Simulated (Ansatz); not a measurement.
# C₂H₆InNO: how energies converge with the basis set

Aim: see how fast density functionals converge with the basis set for C₂H₆InNO.

Computed with Ansatz 0.2.0, Gaussian basis. Level: one geometry, several basis sets.

Levels to be run: PBE0-D4/def2-SVP; ωB97M-V/def2-SVP; PBE0-D4/def2-QZVPP; ωB97M-V/def2-QZVPP; the functionals' def2-TZVPP values are taken from earlier runs.

### Step 1. The relaxed structure

All runs share one geometry, relaxed beforehand with PBE0-D4 in a triple-zeta def2 set. In takes the def2 core potential; no spin-orbit term is included.

SMILES `[CH3][In]([NH2])[CH]=O`, 11 atoms, charge 0, spin multiplicity 1.

Atoms are counted from 1 here; the program's logs count them from 0.

Bond lengths: C1–In2 2.142 Å, C1–H6 1.090 Å, C1–H7 1.091 Å, C1–H8 1.090 Å, In2–N3 2.019 Å, In2–C4 2.225 Å, N3–H9 1.007 Å, N3–H10 1.007 Å, C4–O5 1.202 Å, C4–H11 1.121 Å. Angles: In2–C1–H6 110.1°, In2–C1–H7 109.7°, In2–C1–H8 110.4°, H6–C1–H7 108.9°, H6–C1–H8 109.4°, H7–C1–H8 108.3°, C1–In2–N3 118.2°, C1–In2–C4 130.7°, N3–In2–C4 111.1°, In2–N3–H9 124.8°, In2–N3–H10 124.5°, H9–N3–H10 110.7°, In2–C4–O5 122.8°, In2–C4–H11 118.7°, O5–C4–H11 118.5°.

### Step 2. PBE0-D4 in def2-SVP

The input, in.yaml:

```yaml
crystal:
  periodic: [false, false, false]
  atoms:
    - {symbol: C, position_ang: [-0.643651, 1.021992, 1.638241]}
    - {symbol: In, position_ang: [0.003692, -0.048417, -0.101097]}
    - {symbol: N, position_ang: [1.887428, -0.773178, -0.129705]}
    - {symbol: C, position_ang: [-1.070770, -0.536869, -1.987719]}
    - {symbol: O, position_ang: [-2.191297, -0.166147, -2.212846]}
    - {symbol: H, position_ang: [0.215401, 1.297113, 2.250327]}
    - {symbol: H, position_ang: [-1.312373, 0.393313, 2.228346]}
    - {symbol: H, position_ang: [-1.186248, 1.922372, 1.349798]}
    - {symbol: H, position_ang: [2.291034, -1.292807, -0.891489]}
    - {symbol: H, position_ang: [2.551661, -0.665317, 0.619252]}
    - {symbol: H, position_ang: [-0.544847, -1.152055, -2.763097]}
basis:
  gaussian: {orbitals: def2-SVP}
hamiltonian: {xc: pbe0, dispersion: d4}
output: {orbitals: {seedname: orbitals}}
```

Started as:

```
ansatz run in.yaml --threads 4 --pin off --events-out ev --progress --plain --max-ram 10444MiB
```

After this run come: ωB97M-V in def2-SVP; PBE0-D4 in def2-QZVPP; ωB97M-V in def2-QZVPP.

Q: Predict the results of all the runs planned. Wanted: PBE0-D4: double and triple zeta above quadruple; ωB97M-V: double and triple zeta above quadruple.

The runs gave:

| quantity | value |
| --- | --- |
| PBE0-D4: double and triple zeta above quadruple | 7.44, 0.38 eV |
| ωB97M-V: double and triple zeta above quadruple | 7.69, 0.37 eV |

**Reading.** PBE0-D4 gains 7.06 eV from double to triple zeta, then 0.38 eV more. Total energies overstate the basis error of differences, where much of it tends to cancel.
